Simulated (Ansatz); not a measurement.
Ti3S2:

```
Ti S
1.0
     2.71311    1.56642    3.23762
    -2.71311    1.56642    3.23762
     0.00000   -3.13283    3.23762
Ti S
3 2
Direct
  0.00000 0.33565 0.66434
  0.66434 0.00000 0.33565
  0.33565 0.66434 0.00000
  0.16784 0.16784 0.16784
  0.83216 0.83216 0.83216
```

The cell comes from a database or a generator and needn't be the stable form of this composition.

Base run:

* Program: Ansatz 0.2.0
* Functional: PBEsol
* Potentials or basis: Ansatz PAW
* Cutoff: 420 eV (not typed: the program's choice for these potentials)
* k mesh: 6 × 6 × 6
* Occupations: fermi-dirac, width 0.05 eV
* Spin: no spin polarisation
* Hubbard terms: Ti d U = 2 eV

Its results: band gap on the k mesh none (metal or under the smearing width); pressure -2.4 GPa; largest force 0.031 eV/Å.

Problem. The run is repeated on the same cell with these changes: hubbard terms from Ti d U = 2 eV to Ti d U = 1 eV. What comes out?

Solution. Band gap on the k mesh none (metal or under the smearing width); pressure -3.5 GPa; largest force 0.036 eV/Å.

Caveats: U without spin polarisation on a metal has little footing; the PAW data sets come from PBE, with cores solved anew for the run's functional, which leaves a small shift of forces and pressure; the density of states is complete only up to the lowest level of the last band computed.
